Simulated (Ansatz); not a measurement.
**CH5AlFNO: one species, many methods**

An exercise on one series of results from a longer session: the logs are not shown, and one member is left open.

Computed with Ansatz 0.2.0, Gaussian basis. Level: functionals in def2-TZVPP, the program's frozen cores in correlated methods.

The runs, in order: PBE-D4, r2SCAN-D4, PBE0-D4, B3LYP-D4, ωB97X-V, ωB97M-V, B2PLYP; CCSD(T)/def2-TZVPP; MP2/def2-QZVPP; extrapolation to the limit.

## The geometry

An earlier PBE0-D4 in a triple-zeta def2 set relaxation fixed the geometry.

10 atoms, charge 0, spin multiplicity 1.

Atoms are counted from 1 here; the program's logs count them from 0.

Bond lengths: N1–C2 1.294 Å, N1–H6 1.014 Å, N1–H7 1.013 Å, C2–F4 1.311 Å, C2–Al5 2.118 Å, O3–Al5 1.723 Å, O3–H8 0.955 Å, Al5–H9 1.630 Å, Al5–H10 1.596 Å. Angles: C2–N1–H6 115.7°, C2–N1–H7 123.6°, H6–N1–H7 120.7°, N1–C2–F4 112.0°, N1–C2–Al5 118.4°, F4–C2–Al5 129.5°, Al5–O3–H8 121.3°, C2–Al5–O3 107.6°, C2–Al5–H9 91.2°, C2–Al5–H10 101.6°, O3–Al5–H9 116.9°, O3–Al5–H10 116.5°, H9–Al5–H10 117.3°.

Set-up of the first run:

File in.yaml:

```yaml
crystal:
  periodic: [false, false, false]
  atoms:
    - {symbol: N, position_ang: [-0.816302, 1.465035, 0.506645]}
    - {symbol: C, position_ang: [-0.480766, 0.250841, 0.804363]}
    - {symbol: O, position_ang: [0.308152, -2.200971, -0.936839]}
    - {symbol: F, position_ang: [-1.097326, -0.180070, 1.877512]}
    - {symbol: Al, position_ang: [0.979824, -0.711932, -0.390206]}
    - {symbol: H, position_ang: [-0.379265, 1.851913, -0.322155]}
    - {symbol: H, position_ang: [-1.464199, 2.018052, 1.055724]}
    - {symbol: H, position_ang: [-0.157170, -2.259772, -1.768194]}
    - {symbol: H, position_ang: [0.981749, 0.528924, -1.446593]}
    - {symbol: H, position_ang: [2.208503, -0.813221, 0.622744]}
basis:
  gaussian: {orbitals: def2-TZVPP}
hamiltonian: {xc: pbe, dispersion: d4}
output: {forces: true, orbitals: {seedname: orbitals}}
```

Command:

```
$ ansatz run in.yaml --threads 4 --pin off --events-out ev --progress --plain --max-ram 10444MiB
```

Among the steps run: PBE-D4 (GGA); r2SCAN-D4 (meta-GGA); PBE0-D4 (hybrid); B3LYP-D4 (hybrid); ωB97X-V (range-separated); ωB97M-V (range-separated); B2PLYP (double hybrid); CCSD(T) in def2-TZVPP; MP2 in def2-QZVPP.

One of the session's tables, all rows but one given; the rest of the session is left out.

```
            method  atomisation energy (kcal/mol)
            PBE-D4                          845.6
         r2SCAN-D4                          827.3
           PBE0-D4                          821.1
          B3LYP-D4                          826.8
           ωB97X-V                          830.3
           ωB97M-V                          831.2
            B2PLYP                          817.5
     HF/def2-TZVPP                              ?
    MP2/def2-TZVPP                          818.8
   CCSD/def2-TZVPP                          787.8
CCSD(T)/def2-TZVPP                          802.1
           MP2/CBS                          845.0
       CCSD(T)/CBS                          828.3
```

**Question.** Estimate the row for HF/def2-TZVPP.

**Answer.** atomisation energy (kcal/mol): 566.9. In the column «atomisation energy (kcal/mol)» it is the lowest.

To keep in mind: Free atoms (1 N, 1 C, 1 O, 1 F, 1 Al, 5 H) were run apart at each level; the atomisation energy is their sum less the molecule, without zero-point or spin-orbit terms.
